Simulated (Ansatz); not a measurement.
**W: a line through a two-coordinate scan**

The task here is to estimate one member of a computed series from the others.

Program: Ansatz 0.2.0. Level of theory: DFT PBEsol, scalar-relativistic, plane waves, PAW. These are calculated values, not measurements.

26 further runs of the same task are left out: 26 set aside as unsound or not needed.

**Starting point**

It takes space group Fm-3m (No. 225, cubic). Conventional cell: a = 3.998 Å, b = 3.998 Å, c = 3.998 Å, α = 90.00°, β = 90.00°, γ = 90.00°. W (site symmetry m-3m) has 12 W at 2.83 Å as nearest neighbours.

As a file:

```
W
1.0
     0.00000    1.99913    1.99913
     1.99913    0.00000    1.99913
     1.99913    1.99913    0.00000
W
1
Direct
  0.00000 0.00000 0.00000
```

This cell was relaxed beforehand with the same method: volume 15.98 Å³/atom, gap on the mesh none (metal).

**What is varied**

The energy is mapped over volume and the cell's shape.

First coordinate, volume per atom: 7 values from 14.70 to 17.26 Å³. Second coordinate, c/a of the conventional cell: 9 values from 0.629 to 1.167.

Nothing else is relaxed (symmetry fixes all fractional coordinates). Energies count from the relaxed crystal. Points are written as (first, second).

The first run:

File input.yaml:

```yaml
crystal:
  lattice:
    - [0.0, 2.1551679399, 1.5825398183]
    - [2.1551679399, 0.0, 1.5825398183]
    - [2.1551679399, 2.1551679399, 0.0]
  atoms:
    - { symbol: W, position: [0.0, 0.0, 0.0] }
basis:
  ecutwfc: 420
kpoints:
  mp_grid: { grid: [22, 22, 22] }
hamiltonian:
  xc: pbesol
  pseudopotentials: { kind: paw, azcp: { folder: soft_1 } }
scf:
  occupations: { method: gaussian, width: 0.15 }
output:
  forces: true
  stress: true
  eigenvalues: true
```

Command:

```sh
$ ansatz run input.yaml --threads 1 --pin off --max-ram 2048MiB --backend cpu --events-out ev --progress --plain --runs-dir out
```

Steps of the session up to this table: The run at (14.70 Å³, 0.734); Point (15.13 Å³, 0.734); Point (15.98 Å³, 0.734); The run at (16.41 Å³, 0.734); Grid point (16.83 Å³, 0.734); Point (17.26 Å³, 0.734).

One of the session's tables, all rows but one given; the rest of the session is left out.

```
volume per atom (Å³)  energy (meV/atom)  slope (meV/atom per Å³)  pressure (GPa)
               14.70               −402                     −152            24.4
               15.13                  ?                        ?               ?
               15.55               −473                      −20             3.2
               15.98               −470                       34            −5.4
               16.41               −445                       80           −12.8
               16.83               −402                      121           −19.3
               17.26               −343                      156           −25.0
```

**Question.** Estimate the row for volume per atom (Å³) = 15.13.

Worked estimate for «energy (meV/atom)». A straight line through the neighbours (14.70, −402) and (15.55, −473) gives −402 + (−473 − −402) × (15.13 − 14.70) / (15.55 − 14.70) = -438; a parabola fitted to 3 rows on both sides gives -451.

As computed: energy (meV/atom): −451; slope (meV/atom per Å³): −82; pressure (GPa): 13.1. In «energy (meV/atom)» the line misses by +13 and the parabola by +0.

Energies count from the relaxed crystal. Rows without a step come from runs not printed here or follow by symmetry. Slopes come from the forces (and the stress, where the cell changes), not from differences of energies.

In words: The lowest point of the line is at 15.55 Å³, −473 meV/atom from the zero. Energies and slopes round the minimum, fitted together, put the minimum at 15.706 Å³, with a curvature of about 130 meV/atom per (Å³)². V·d²E/dV² there is about 320 GPa, a bulk modulus under this line's constraint. The highest point computed, at 17.26 Å³, lies 130 meV/atom above the lowest. This is one cut through a surface in two coordinates; it holds the lowest point sampled, which need not be a minimum. The runs treat W without spin-orbit coupling.

Caveats from the session: Warnings in the runs' records: pseudo functional mismatch.
